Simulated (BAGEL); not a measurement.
# CH4FGaO (SMILES FC[O][GaH2]): HF/3-21G (density fitting with qzvpp-jkfit)

Aim: the energy change on altering one bond length of CH4FGaO at HF/3-21G (density fitting with qzvpp-jkfit), from 2 runs. 

The results are computed with BAGEL 1.2.2.

12 further runs of the same task are left out: 11 that didn't finish, 1 set aside as unsound or not needed.

## 1. The molecule

CH4FGaO has 8 atoms, charge 0, and is taken as a singlet. As SMILES, `FC[O][GaH2]`. The shape comes from GFN2-xTB, which is rough for such elements, and wasn't checked as a minimum. This is one conformer, not always the lowest.

Bond lengths: F1–C2 1.477 Å, C2–O3 1.331 Å, O3–Ga4 1.840 Å, C2–H5 1.097 Å, C2–H6 1.097 Å, Ga4–H7 1.543 Å, Ga4–H8 1.543 Å. Angles: F1–C2–O3 107.2°, C2–O3–Ga4 105.5°, F1–C2–H5 103.7°, F1–C2–H6 103.7°, O3–C2–H5 114.7°, O3–C2–H6 114.7°, O3–Ga4–H7 116.7°, O3–Ga4–H8 116.8°, H5–C2–H6 111.5°, H7–Ga4–H8 126.0°.

## 2. A single-point energy at HF/3-21G (density fitting with qzvpp-jkfit)

File hf.json:

```json
{ "bagel": [

{
  "title": "molecule",
  "basis": "3-21g",
  "df_basis": "qzvpp-jkfit",
  "angstrom": "true",
  "geometry": [
    { "atom": "F", "xyz": [    0.181860,    1.131370,   -0.596210 ] },
    { "atom": "C", "xyz": [   -1.063910,    0.408130,   -0.267680 ] },
    { "atom": "O", "xyz": [   -0.713550,   -0.717690,    0.348940 ] },
    { "atom": "Ga", "xyz": [    1.125270,   -0.689270,    0.419870 ] },
    { "atom": "H", "xyz": [   -1.619370,    1.118890,    0.357150 ] },
    { "atom": "H", "xyz": [   -1.547110,    0.265590,   -1.242110 ] },
    { "atom": "H", "xyz": [    1.760790,   -0.108770,    1.700100 ] },
    { "atom": "H", "xyz": [    1.876030,   -1.408260,   -0.720050 ] }
  ]
},
{
  "title": "hf",
  "charge": 0
},
{
  "title": "print",
  "file": "orbitals.molden",
  "orbitals": "true"
}

]}
```

On the command line:

```console
$ BAGEL_NUM_THREADS=1 BAGEL hf.json > hf.out
```

Output:

```text
* using 1 threads per process

  ===============================================================
  ===============================================================

  *** Geometry ***

  { "atom" : "F", "xyz" : [      0.343666,      2.137979,     -1.126674 ] },
  { "atom" : "C", "xyz" : [     -2.010499,      0.771254,     -0.505842 ] },
  { "atom" : "O", "xyz" : [     -1.348414,     -1.356238,      0.659401 ] },
  { "atom" : "Ga", "xyz" : [      2.126452,     -1.302532,      0.793439 ] },
  { "atom" : "H", "xyz" : [     -3.060166,      2.114396,      0.674916 ] },
  { "atom" : "H", "xyz" : [     -2.923614,      0.501892,     -2.347248 ] },
  { "atom" : "H", "xyz" : [      3.327411,     -0.205546,      3.212723 ] },
  { "atom" : "H", "xyz" : [      3.545183,     -2.661226,     -1.360697 ] },

  Number of auxiliary basis functions:      567

  Since a DF basis is specified, we compute 2- and 3-index integrals:
    o Being stored without compression. Storage requirement is 0.015 GB

  Number of basis functions:       57
  Number of electrons      :       58

    * METHOD: MOLECULE                             0.23

  *** RHF ***

  === Nuclear Repulsion ===
   284.5153128620

      * DIIS with orbital gradients will be used.

  === RHF iteration (3-21g) ===
      0      -2127.03259292          0.02461000           0.06
      1      -2127.13957975          0.01516526           0.06
      2      -2127.18611490          0.00138952           0.06
      3      -2127.18701711          0.00046997           0.06
      4      -2127.18708288          0.00012317           0.05
      5      -2127.18709171          0.00002260           0.05
      6      -2127.18709209          0.00000586           0.05
      7      -2127.18709211          0.00000175           0.05
      8      -2127.18709212          0.00000054           0.05
      9      -2127.18709212          0.00000021           0.05
     10      -2127.18709212          0.00000007           0.05
     11      -2127.18709212          0.00000004           0.05
     12      -2127.18709212          0.00000001           0.05
     13      -2127.18709212          0.00000000           0.05
    * SCF iteration converged.

    * Permanent dipole moment:
           (    0.228520,    -0.135425,     0.084022) a.u.

    * METHOD: HF                                   0.92

    * METHOD: PRINT                                0.01

  ===============================================================
```

Wall time 1.3 s (1 thread of Arm Neoverse V2, shared host); peak memory 0.1 GiB.

## 3. The distorted shape at the same level

File hf.json:

```json
{ "bagel" : [

{
  "title" : "molecule",
  "basis" : "3-21g",
  "df_basis" : "qzvpp-jkfit",
  "angstrom" : "true",
  "geometry" : [
    { "atom" : "F", "xyz" : [    0.086524,    1.044287,   -0.788262 ] },
    { "atom" : "C", "xyz" : [   -1.159246,    0.321047,   -0.459732 ] },
    { "atom" : "O", "xyz" : [   -0.808886,   -0.804773,    0.156888 ] },
    { "atom" : "Ga", "xyz" : [    1.029934,   -0.776353,    0.227818 ] },
    { "atom" : "H", "xyz" : [   -1.714706,    1.031807,    0.165098 ] },
    { "atom" : "H", "xyz" : [   -1.642446,    0.178507,   -1.434162 ] },
    { "atom" : "H", "xyz" : [    1.760790,   -0.108770,    1.700100 ] },
    { "atom" : "H", "xyz" : [    1.780694,   -1.495343,   -0.912102 ] }
  ]
},
{
  "title" : "hf"
},
{
  "title" : "print",
  "file" : "orbitals.molden",
  "orbitals" : "true"
}

]}
```

On the command line:

```console
$ BAGEL_NUM_THREADS=1 BAGEL hf.json > hf.out
```

Output:

```text
* using 1 threads per process

  ===============================================================
  ===============================================================

  *** Geometry ***

  { "atom" : "F", "xyz" : [      0.163507,      1.973416,     -1.489599 ] },
  { "atom" : "C", "xyz" : [     -2.190657,      0.606691,     -0.868768 ] },
  { "atom" : "O", "xyz" : [     -1.528573,     -1.520801,      0.296475 ] },
  { "atom" : "Ga", "xyz" : [      1.946293,     -1.467095,      0.430514 ] },
  { "atom" : "H", "xyz" : [     -3.240325,      1.949833,      0.311990 ] },
  { "atom" : "H", "xyz" : [     -3.103773,      0.337329,     -2.710173 ] },
  { "atom" : "H", "xyz" : [      3.327411,     -0.205546,      3.212723 ] },
  { "atom" : "H", "xyz" : [      3.365024,     -2.825789,     -1.723623 ] },

  Number of auxiliary basis functions:      567

  Since a DF basis is specified, we compute 2- and 3-index integrals:
    o Being stored without compression. Storage requirement is 0.015 GB

  Number of basis functions:       57
  Number of electrons      :       58

    * METHOD: MOLECULE                             0.23

  *** RHF ***

  === Nuclear Repulsion ===
   282.8900706266

      * DIIS with orbital gradients will be used.

  === RHF iteration (3-21g) ===
      0      -2127.02377101          0.02457212           0.06
      1      -2127.13104302          0.01516981           0.06
      2      -2127.17760608          0.00141102           0.06
      3      -2127.17855944          0.00047884           0.05
      4      -2127.17862797          0.00012392           0.05
      5      -2127.17863696          0.00002255           0.05
      6      -2127.17863736          0.00000578           0.05
      7      -2127.17863738          0.00000177           0.05
      8      -2127.17863738          0.00000053           0.05
      9      -2127.17863738          0.00000021           0.05
     10      -2127.17863738          0.00000007           0.05
     11      -2127.17863738          0.00000003           0.05
     12      -2127.17863738          0.00000001           0.05
     13      -2127.17863738          0.00000000           0.05
    * SCF iteration converged.

    * Permanent dipole moment:
           (    0.309903,    -0.070703,     0.258887) a.u.

    * METHOD: HF                                   0.91

    * METHOD: PRINT                                0.01

  ===============================================================
```

It took 1.3 s on 1 thread of Arm Neoverse V2, shared host; peak memory 0.1 GiB.

## 4. Outcome

At HF/3-21G (density fitting with qzvpp-jkfit):

```
                                                          quantity           value
                                         first shape: total energy  -2127.18709 Eh
                                        first shape: dipole moment          0.71 D
                                          first shape: HOMO energy       -11.07 eV
                                          first shape: LUMO energy         2.20 eV
                                        first shape: HOMO–LUMO gap        13.27 eV
                                     distorted shape: total energy  -2127.17864 Eh
                                    distorted shape: dipole moment          1.04 D
                                      distorted shape: HOMO energy       -10.85 eV
                                      distorted shape: LUMO energy         2.12 eV
                                    distorted shape: HOMO–LUMO gap        12.97 eV
energy change with the Ga4–H7 bond stretched from 1.543 to 1.774 Å        0.230 eV
```

What this shows: With the Ga4–H7 bond stretched from 1.543 to 1.774 Å the energy rises by 0.23 eV (5.3 kcal/mol). The first shape isn't relaxed at this level, so the change isn't measured from a minimum.
